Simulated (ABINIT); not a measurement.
# Bi2Te3 (Tellurobismuthite): single point with LDA

**Measured values to compare with.**

From “Vacancy and Antisite-Induced Ferromagnetism in Liquid-Phase Exfoliated Bi2Te3”, 2024, arxiv:2412.10539, for a bulk crystal of Bi2Te3: band gap 0.17 eV.

Bi2Te3 (Tellurobismuthite):

```
CELL_PARAMETERS angstrom
2.19300 1.26613 10.16567
-2.19300 1.26613 10.16567
0.00000 -2.53226 10.16567
ATOMIC_POSITIONS crystal
Bi 0.60000 0.60000 0.60000
Bi 0.40000 0.40000 0.40000
Te 0.79050 0.79050 0.79050
Te 0.20950 0.20950 0.20950
Te 0.00000 0.00000 0.00000
```

| Property | Result |
| --- | --- |
| Program | ABINIT 10.8.3 (patched build) |
| Task | single point |
| Functional | LDA |
| Potentials or basis | JTH PAW LDA v2.0 |
| Cutoff | 408 eV |
| k mesh | 4 × 4 × 4 |
| Occupations | fermi-dirac, width 0.05 eV |
| Spin | no spin polarisation |
| Fine-grid cutoff | 816.342 eV |

```
Largest force                                         : 0.192 eV/Å
Band gap on the k mesh                                : 0.21 eV, direct
Valence electrons inside the program's atomic spheres : Bi 12.11; Te 3.11, 3.13
```

Forces on the atoms (eV/Å):
```
Bi   0.000  0.000 -0.044
Bi   0.000  0.000  0.044
Te   0.000  0.000 -0.192
Te   0.000  0.000  0.192
Te   0.000  0.000  0.000
```

Levels at points of the mesh, in eV from the valence-band top:
| k point | band 20 | band 21 | band 22 | band 23 | band 24 | band 25 | band 26 | band 27 | band 28 | band 29 |
| --- | --- | --- | --- | --- | --- | --- | --- | --- | --- | --- |
| (0.00, 0.00, 0.00) | -1.69 | -1.69 | -0.83 | -0.83 | 0.00 | 0.21 | 0.62 | 0.62 | 1.94 | 2.11 |
| (0.50, 0.00, 0.00) | -3.13 | -2.90 | -2.41 | -0.88 | -0.50 | 0.50 | 1.02 | 2.71 | 2.74 | 3.39 |
| (0.50, 0.50, 0.00) | -2.35 | -2.01 | -1.84 | -1.51 | -0.94 | 0.79 | 1.49 | 2.03 | 2.61 | 2.70 |
| (0.50, 0.50, 0.50) | -1.41 | -1.41 | -1.12 | -1.12 | -0.48 | 0.80 | 1.12 | 1.12 | 1.63 | 1.66 |

Wall time 3.6 min on 1 thread of Arm Neoverse V1, on a shared host, peak memory 0.41 GiB.

A measured gap of Bi2Te3 is 0.17 eV (quoted in “Vacancy and Antisite-Induced Ferromagnetism in Liquid-Phase Exfoliated Bi2Te3”, 2024, arxiv:2412.10539); the calculated 0.21 eV misses it by +0.04 eV. Spin-orbit coupling on Bi, Te is left out. The value is that of LDA on a finite k mesh, which can miss the band edges, without temperature or zero-point motion.

Caveat: spin-orbit coupling is left out, which as a rule narrows the gap of such compounds by several tenths of an eV.
